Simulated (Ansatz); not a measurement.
# CuF: how the settings move a single-point run

How sensitive is a single-point run of CuF to its settings? A reference run comes first, then one run with altered input. The cell is built on a prototype (CsCl type) and needn't be the phase found in nature.

Computed with Ansatz 0.2.0 (reference: DFT, PBE, plane waves, PAW, unless a step's input says otherwise).

8 further runs of the same task are left out: 4 for a known fault of the program, 4 that didn't finish.

### 1 The starting structure

It takes space group Pm-3m (No. 221, cubic). The conventional cell has a = 2.738 Å, b = 2.738 Å, c = 2.738 Å, α = 90.00°, β = 90.00°, γ = 90.00°. Around Cu (site symmetry m-3m) lie 8 F at 2.37 Å. Around F (site symmetry m-3m) lie 8 Cu at 2.37 Å.

As a file:

```
Cu F
1.0
     2.73846    0.00000    0.00000
     0.00000    2.73846    0.00000
     0.00000    0.00000    2.73846
Cu F
1 1
Direct
  0.00000 0.00000 0.00000
  0.50000 0.50000 0.50000
```

### 2 The reference run

The input, input.yaml:

```yaml
crystal:
  lattice:
    - [2.7384616615, 0.0, 0.0]
    - [0.0, 2.7384616615, 0.0]
    - [0.0, 0.0, 2.7384616615]
  atoms:
    - { symbol: Cu, position: [0.0, 0.0, 0.0] }
    - { symbol: F, position: [0.5, 0.5, 0.5] }
kpoints:
  mp_grid: { grid: [6, 6, 6] }
hamiltonian:
  xc: pbe
scf:
  occupations: { method: fermi_dirac, width: 0.02 }
  n_extra_bands: 4
output:
  forces: true
  stress: true
  eigenvalues: true
```

The run is started by

```sh
$ ansatz run input.yaml --threads 4 --pin off --max-ram 3686MiB --backend cpu --events-out ev --progress --plain --runs-dir out
```

### 3 Changing settings: mp_grid.grid [4, 4, 4], exchange pbe, correlation pbe, coeff 0.3

input.yaml: that of step 2 with these lines changed.

```diff
@@ -9,5 +9,5 @@
 kpoints:
-  mp_grid: { grid: [6, 6, 6] }
+  mp_grid: { grid: [4, 4, 4] }
 hamiltonian:
-  xc: pbe
+  xc: { exchange: pbe, correlation: pbe, exx: { coeff: 0.3 } }
 scf:
```

Q: Predict the outcome of this session. Wanted: for each run, ending; energy change; pressure; gap; force.

**Answer**, as computed:

```
                                                                run     ending   energy change  pressure (GPa)  gap (eV)  force (eV/Å)  cycles    time
                                                          reference  converged               -             6.7      0.00          0.00       6  0.97 s
1: mp_grid.grid [4, 4, 4], exchange pbe, correlation pbe, coeff 0.3  converged  not comparable             2.2      1.58          0.00      27    16 s
```

Residual by cycle in the longest SCF loop of each run; runs are numbered as in the table. The quantity is the density residual dr2, in eV.

```
cycle  reference    run 1
    1     9.2e-4   0.0218
    2     3.3e-4   4.0e-4
    3     3.1e-6   4.0e-4
    4     5.1e-7   7.3e-7
    5     2.0e-7   1.9e-7
    6     1.8e-8   1.1e-7
    7          -   2.7e-8
    8          -   1.5e-9
    9          -  5.0e-11
```

What this shows: Total energies don't compare across a change of functional; the pressure goes from 6.7 to 2.2 GPa and a gap of 1.58 eV opens on the mesh. The k-point mesh changed too.
